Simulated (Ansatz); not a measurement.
# CH6OSiTe: the cost of one run

Computed with Ansatz 0.2.0 through its Python package. Level of theory: CAM-B3LYP/def2-TZVP.

### 1 The structure

Bond lengths: O1–C2 1.367 Å, C2–Si3 1.851 Å, Si3–Te4 2.560 Å, O1–H5 1.005 Å, C2–H6 1.126 Å, C2–H7 1.094 Å, Si3–H8 1.418 Å, Si3–H9 1.535 Å, Te4–H10 1.719 Å. Angles: O1–C2–Si3 107.3°, O1–C2–H6 109.3°, O1–C2–H7 113.8°, Si3–C2–H6 109.7°, Si3–C2–H7 109.2°, H6–C2–H7 107.5°, C2–O1–H5 109.0°, C2–Si3–Te4 110.0°, C2–Si3–H8 112.2°, C2–Si3–H9 108.5°, Te4–Si3–H8 109.2°, Te4–Si3–H9 107.1°, H8–Si3–H9 109.7°, Si3–Te4–H10 88.6°.

No structure file is read: the coordinates are typed or built in the script.

### 2 The script

File run_tae.py:

```python
"""Energy to split CH6OSiTe into its atoms."""

from collections import Counter

import ansatz as az
from ase import Atoms


def single_point(molecule, charge=0, unpaired=0):
    calc = (
        molecule.calculation()
        .basis(gaussian="def2-TZVP")
        .functional("cam_b3lyp")
    )
    if charge:
        calc = calc.charge(charge)
    if unpaired:
        calc = calc.spin("collinear", total=unpaired)
    return calc.run(threads=1, backend="cpu").report["free_energy_ev"]


def main() -> None:
    atoms = Atoms(["O", "C", "Si", "Te", "H", "H", "H", "H", "H", "H"], positions=[
        (-1.2392, 0.7096, -1.0313),
        (-0.7511, 0.6609, 0.2445),
        (0.3063, -0.8526, 0.3708),
        (2.2573, -0.6963, -1.2792),
        (-2.0211, 0.082, -1.1065),
        (-0.1259, 1.5774, 0.4392),
        (-1.5279, 0.6223, 1.0136),
        (-0.4253, -2.0411, 0.1174),
        (0.9098, -0.9079, 1.7816),
        (2.7001, 0.7946, -0.547),
    ])
    geometry = az.Crystal.molecule_from_ase(atoms)

    # Hund ground states
    unpaired = {"O": 2, "C": 2, "Si": 2, "Te": 2, "H": 1}
    counts = Counter(site.symbol for site in geometry.cartesian_sites)
    atom_energy = {s: single_point(az.Crystal.molecule().atom(s, (0, 0, 0)), 0, unpaired[s]) for s in counts}
    whole = single_point(geometry, 0, 0)
    for s, e in atom_energy.items():
        print(f"{s:2s} x{counts[s]}  {e:14.5f} eV")
    print(f"CH6OSiTe: {whole:.5f} eV")
    split = sum(counts[s] * e for s, e in atom_energy.items()) - whole
    print(f"atomisation energy (no zero-point term): {split:.3f} eV, {split / sum(counts.values()):.3f} eV an atom")


if __name__ == "__main__":
    main()
```

### 3 The calls as engine input

The engine receives this input (first run):

```yaml
crystal:
  periodic: [false, false, false]
  atoms:
    - { symbol: O, position_ang: [0.0, 0.0, 0.0] }
basis:
  gaussian:
    orbitals: def2-TZVP
hamiltonian:
  xc: cam_b3lyp
magnetization:
  spin_polarized: true
  initial_magnetization: 2.0
```

### 4 Launch

The run is started by

```bash
> python run_tae.py
```

Q: Estimate wall time and peak memory on 1 thread of Arm Neoverse V2, shared host.

About 10 s, with a peak of 0.46 GiB.
